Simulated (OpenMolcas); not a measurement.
# C2H3Br (vinyl bromide): levels of theory compared

We compute a comparison of 4 runs (r2SCANh/cc-pVDZ, r2SCANh/aug-cc-pVDZ, r2SCANh/cc-pVTZ, r2SCANh/aug-cc-pVTZ) of C2H3Br (vinyl bromide). 

The results are computed with OpenMolcas 26.06.

### Step 1. Starting point

C2H3Br has 6 atoms, charge 0, and is taken as a singlet. SMILES: `C=CBr`. The coordinates come from a PBE0-D4/def2-TZVP relaxation.

Bond lengths: C1–C2 1.319 Å, C2–Br3 1.881 Å, C1–H4 1.083 Å, C1–H5 1.084 Å, C2–H6 1.082 Å. Angles: C1–C2–Br3 123.4°, C1–C2–H6 124.1°, Br3–C2–H6 112.6°, C2–C1–H4 122.5°, C2–C1–H5 119.4°, H4–C1–H5 118.1°.

### Step 2. A single-point energy at r2SCANh/cc-pVDZ (run 1)

The input, job.input:

```
&GATEWAY
BasLib=$CurrDir
Coord
6
angstrom
C       -0.550460       0.207600      -0.473000
C        0.418150       0.025740       0.403150
Br       1.201850      -1.649360       0.746820
H       -0.963860      -0.603240      -1.059290
H       -0.955390       1.202650      -0.619610
H        0.849720       0.816610       1.001930
Basis=cc-pVDZ
Group=NoSym
&SEWARD
&SCF
KSDFT=HYB_MGGA_XC_R2SCANH
PrOrbitals=0
```

The basis set cc-pVDZ is read from a file made from the Basis Set Exchange's data (not shown).

The run is started by

```bash
$ export MOLCAS_MEM=1860
$ pymolcas job.input > job.log
```

What it wrote:

```text
--- Start Module: gateway ---
[...]
--- Stop Module: gateway /rc=_RC_ALL_IS_WELL_ ---
--- Start Module: seward ---
[...]
      Basis functions           70
--- Stop Module: seward /rc=_RC_ALL_IS_WELL_ ---
[...]
--- Start Module: scf ---
[...]
       Convergence after  12 Iterations
[...]
::    Total KS-DFT energy                           -2652.0482737089
[...]
      Total spin, S                                     0.0000000000
[...]
      Total electronic charge=   50.000000
      Total            charge=   -0.000000
[...]
      Dipole Moment (debye):
      Origin of the operator (angstrom)=    0.8701   -1.1887    0.5420
                   X= -6.5239E-01               Y=  1.2199E+00               Z= -3.2780E-01           Total=  1.4217E+00
      Quadrupole Moment (debye*angstrom):
[...]
--- Stop Module: scf /rc=_RC_ALL_IS_WELL_ ---
[...]
```

Wall time 8.4 s (1 thread of Arm Neoverse V1, shared host); peak memory 0.41 GiB.

### Step 3. The energy at r2SCANh/aug-cc-pVDZ (run 2)

The input, job.inp:

```
* C2H3Br Kohn-Sham DFT

&GATEWAY
 BasLib = $CurrDir
 Coord
 6
 angstrom
 C       -0.550460       0.207600      -0.473000
 C        0.418150       0.025740       0.403150
 Br       1.201850      -1.649360       0.746820
 H       -0.963860      -0.603240      -1.059290
 H       -0.955390       1.202650      -0.619610
 H        0.849720       0.816610       1.001930
 Basis = aug-cc-pVDZ
 Group = NoSym

&SEWARD

&SCF
 KSDFT = HYB_MGGA_XC_R2SCANH
 PrOrbitals = 0
```

The basis set aug-cc-pVDZ is read from a file made from the Basis Set Exchange's data (not shown).

The run is started by

```bash
$ export MOLCAS_MEM=1860
$ pymolcas job.inp > job.log
```

What it wrote:

```text
--- Start Module: gateway ---
[...]
--- Stop Module: gateway /rc=_RC_ALL_IS_WELL_ ---
--- Start Module: seward ---
[...]
      Basis functions          109
--- Stop Module: seward /rc=_RC_ALL_IS_WELL_ ---
[...]
--- Start Module: scf ---
[...]
       Convergence after  12 Iterations
[...]
::    Total KS-DFT energy                           -2652.0545123758
[...]
      Total spin, S                                     0.0000000000
[...]
      Total electronic charge=   50.000000
      Total            charge=   -0.000000
[...]
      Dipole Moment (debye):
      Origin of the operator (angstrom)=    0.8701   -1.1887    0.5420
                   X= -6.9846E-01               Y=  1.2796E+00               Z= -3.5728E-01           Total=  1.5009E+00
      Quadrupole Moment (debye*angstrom):
[...]
--- Stop Module: scf /rc=_RC_ALL_IS_WELL_ ---
[...]
```

Run time: 21 s. Hardware: 1 thread of Arm Neoverse V1, shared host; peak memory 0.64 GiB.

Run 3 isn't shown in full; the table further down has it.

### Step 4. A single-point energy at r2SCANh/aug-cc-pVTZ (RICD fitting) (run 4)

The input, job.inp:

```
>>> EXPORT MOLCAS_PRINT=2
&GATEWAY
BasLib=$CurrDir
Coord
6
angstrom
C       -0.550460       0.207600      -0.473000
C        0.418150       0.025740       0.403150
Br       1.201850      -1.649360       0.746820
H       -0.963860      -0.603240      -1.059290
H       -0.955390       1.202650      -0.619610
H        0.849720       0.816610       1.001930
Basis=aug-cc-pVTZ
Group=NoSym
RICD
&SEWARD
&SCF
KSDFT=HYB_MGGA_XC_R2SCANH
PrOrbitals=0
```

The basis set aug-cc-pVTZ is read from a file made from the Basis Set Exchange's data (not shown).

The run is started by

```bash
$ export MOLCAS_MEM=1860
$ pymolcas job.inp > job.log
```

What it wrote:

```text
--- Start Module: gateway ---
[...]
--- Stop Module: gateway /rc=_RC_ALL_IS_WELL_ ---
[...]
--- Start Module: seward ---
[...]
      Basis functions          220
--- Stop Module: seward /rc=_RC_ALL_IS_WELL_ ---
[...]
--- Start Module: scf ---
[...]
       Convergence after  12 Iterations
[...]
::    Total KS-DFT energy                           -2652.1479886858
[...]
      Total spin, S                                     0.0000000000
[...]
      Total electronic charge=   50.000000
      Total            charge=   -0.000000
[...]
      Dipole Moment (debye):
      Origin of the operator (angstrom)=    0.8701   -1.1887    0.5420
                   X= -6.8197E-01               Y=  1.2448E+00               Z= -3.4992E-01           Total=  1.4619E+00
      Quadrupole Moment (debye*angstrom):
[...]
--- Stop Module: scf /rc=_RC_ALL_IS_WELL_ ---
[...]
```

It took 67 s on 1 thread of Arm Neoverse V1, shared host; peak memory 0.31 GiB.

### Step 5. Overview of the runs

```csv
run,level,integral approximation,energy (Eh),dipole moment (D),HOMO energy (eV),LUMO energy (eV),wall time
1,r2SCANh/cc-pVDZ,none,-2652.048274,1.42,-6.85,-0.54,8.4 s
2,r2SCANh/aug-cc-pVDZ,none,-2652.054512,1.50,-6.99,-0.84,21 s
3,r2SCANh/cc-pVTZ,none,-2652.147111,1.48,-6.95,-0.73,47 s
4,r2SCANh/aug-cc-pVTZ (RICD fitting),RICD,-2652.147989,1.46,-6.98,-0.85,67 s
```

### Step 6. Results

| quantity | value |
| --- | --- |
| run 4: total energy | -2652.14799 Eh |
| run 4: dipole moment | 1.46 D |
| run 4: HOMO energy | -6.98 eV |
| run 4: LUMO energy | -0.85 eV |
| run 4: HOMO–LUMO gap | 6.13 eV |

The dipole moment (its size) runs from 1.42 D (r2SCANh/cc-pVDZ) to 1.50 D (r2SCANh/aug-cc-pVDZ). The HOMO–LUMO gap runs from 6.13 eV (r2SCANh/aug-cc-pVTZ) to 6.31 eV (r2SCANh/cc-pVDZ). All runs together took 2.4 min, the longest 67 s.
